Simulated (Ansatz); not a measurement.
# GeH4: geometry, orbitals and charge

What does GeH4 look like as a singlet, and where do its frontier electrons sit?

Computed with Ansatz 0.2.0, Gaussian basis. Level: RKS PBE0-D4/def2-TZVP.

Levels to be run: relaxation at B3LYP-D4/def2-TZVP; a single point at PBE0-D4/def2-TZVP.

### Step 1. The system as given

5 atoms, charge 0, spin multiplicity 1.

Atoms are counted from 1 here; the program's logs count them from 0.

Bond lengths: Ge1–H2 1.482 Å, Ge1–H3 1.483 Å, Ge1–H4 1.482 Å, Ge1–H5 1.483 Å. Angles: H2–Ge1–H3 109.4°, H2–Ge1–H4 109.5°, H2–Ge1–H5 109.5°, H3–Ge1–H4 109.6°, H3–Ge1–H5 109.5°, H4–Ge1–H5 109.4°.

The start is a GFN2-xTB geometry.

### Step 2. Relaxation at B3LYP-D4/def2-TZVP

in.yaml

```yaml
crystal:
  periodic: [false, false, false]
  atoms:
    - {symbol: Ge, position_ang: [0.000120, 0.000440, -0.000220]}
    - {symbol: H, position_ang: [0.011480, -0.018150, 1.481920]}
    - {symbol: H, position_ang: [1.394900, 0.010030, -0.503500]}
    - {symbol: H, position_ang: [-0.707610, 1.213950, -0.473620]}
    - {symbol: H, position_ang: [-0.698890, -1.206270, -0.504580]}
basis:
  gaussian: {orbitals: def2-TZVP}
hamiltonian: {xc: {name: B3LYP}, dispersion: d4}
scf: {omitted_lower_state_checks: [starts]}
output: {orbitals: {seedname: orbitals}}
relax: {f_tol: 0.02, max_steps: 100}
```

Command:

```
> ansatz run in.yaml --threads 4 --pin off --events-out ev --progress --plain --max-ram 3916MiB
```

After this run come: Single point, PBE0-D4/def2-TZVP.

Before running them: what should the planned runs give, taken together? Wanted: point group; commonest bond; HOMO, LUMO at PBE0-D4/def2-TZVP; dipole at B3LYP-D4/def2-TZVP.

The runs gave:

| quantity | value |
| --- | --- |
| point group | Td |
| commonest bond | Ge–H, 4 of mean length 1.536 Å |
| HOMO, LUMO at PBE0-D4/def2-TZVP | -9.65, 1.07 eV |
| dipole at B3LYP-D4/def2-TZVP | 0.00 D |

The molecule keeps its bonding pattern by the stored test; the atoms moved 0.05 Å (rms). No usable vibrations, so a minimum isn't proven. The HOMO lies nearest to H2, H3, H4 about 23 % each; H5 18 % and the LUMO to 4 H atoms about 21 % each; Ge1 17 %.
